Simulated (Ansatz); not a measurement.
# MnS (R-3m): equation of state

One table from this session's results is given with a row withheld; the runs are named, their logs left out.

The COD entry's cell or inner coordinates are ideal or old and differ from later refinements, so a difference from it is no clean test against experiment.

Method: DFT PBE, scalar-relativistic, plane waves, PAW, in Ansatz 0.2.0.

**Starting point**

The structure is trigonal, space group R-3m (No. 166). The conventional cell has a = 3.640 Å, b = 3.640 Å, c = 8.830 Å, α = 90.00°, β = 90.00°, γ = 120.00°. Mn (site symmetry -3m) has 6 S at 2.57 Å as nearest neighbours. S (site symmetry -3m) is surrounded by 6 Mn at 2.57 Å.

Structure file:

```
CELL_PARAMETERS angstrom
-2.54047 -2.54047 5.11460
-5.11460 -2.54047 2.54047
-2.54047 -5.11460 2.54047
ATOMIC_POSITIONS crystal
Mn 0.00000 0.00000 0.00000
S 0.25000 0.25000 0.25000
Mn 0.50000 0.50000 0.50000
S 0.75000 0.75000 0.75000
```

This cell comes from an earlier session at PBE: 16.889 Å³/atom at 0.01 GPa, on a 12×12×12 mesh. The large moments point both ways and cancel.

Volume factors to run: 0.980, 1.020, 0.960, 1.040.

The first run:

File input.yaml:

```yaml
crystal:
  lattice:
    - [-2.5234198464, -2.5234198464, 5.0802687989]
    - [-5.0802687989, -2.5234198464, 2.5234198464]
    - [-2.5234198464, -5.0802687989, 2.5234198464]
  atoms:
    - { symbol: Mn, position: [0.0, 0.0, 0.0], spin: 4.49 }
    - { symbol: S, position: [1.2500000274, -0.7499999726, -0.7499999726] }
    - { symbol: Mn, position: [0.5, 0.5, 0.5], spin: -4.49 }
    - { symbol: S, position: [1.7499999726, -0.2500000274, -0.2500000274] }
basis:
  ecutwfc: 420
  ecutrho_ratio: 4
kpoints:
  mp_grid: { grid: [12, 12, 12] }
hamiltonian:
  xc: pbe
scf:
  occupations: { method: gaussian, width: 0.05 }
output:
  forces: true
  stress: true
  eigenvalues: true
  populations: true
magnetization:
  spin_polarized: true
relax:
  f_tol: 0.01
  max_steps: 40
  cell: { stress_tol: 0.1, fix: [volume] }
```

Launch:

```sh
$ ansatz run input.yaml --threads 2 --pin off --max-ram 5120MiB --backend cpu --events-out ev --progress --plain --runs-dir out
```

Among the steps run: Scaling the volume by 0.980; Volume × 1.020; At 0.960 of the relaxed volume; Scaling the volume by 1.040.

One table of the session follows, with a row left open; its other results are not shown here.

It belongs to the step «Energy and pressure against volume». 

| volume (Å³/atom) | energy (meV/atom) | pressure (GPa) | gap (eV) | moment of atom 1 (μB) |
| --- | --- | --- | --- | --- |
| 16.214 | 6.96 | 3.40 | 0.54 | 4.01 |
| 16.551 | 1.69 | 1.63 | 0.63 | 4.05 |
| 16.889 | 0.00 | 0.01 | 0.71 | 4.09 |
| 17.227 | ? | ? | ? | ? |
| 17.565 | 6.09 | -2.81 | 0.87 | 4.15 |

Estimate the missing values for volume (Å³/atom) = 17.227.

Worked estimate for «energy (meV/atom)». A straight line through the neighbours (16.889, 0.00) and (17.565, 6.09) gives 0.00 + (6.09 − 0.00) × (17.227 − 16.889) / (17.565 − 16.889) = 3.04; a parabola fitted to 3 rows on both sides gives 1.47.

As computed: energy (meV/atom): 1.56; pressure (GPa): -1.47; gap (eV): 0.79; moment of atom 1 (μB): 4.12. In «energy (meV/atom)» the line misses by +1.48 and the parabola by -0.09.

Limits of these values: Warnings in the runs' records: stability check not made.
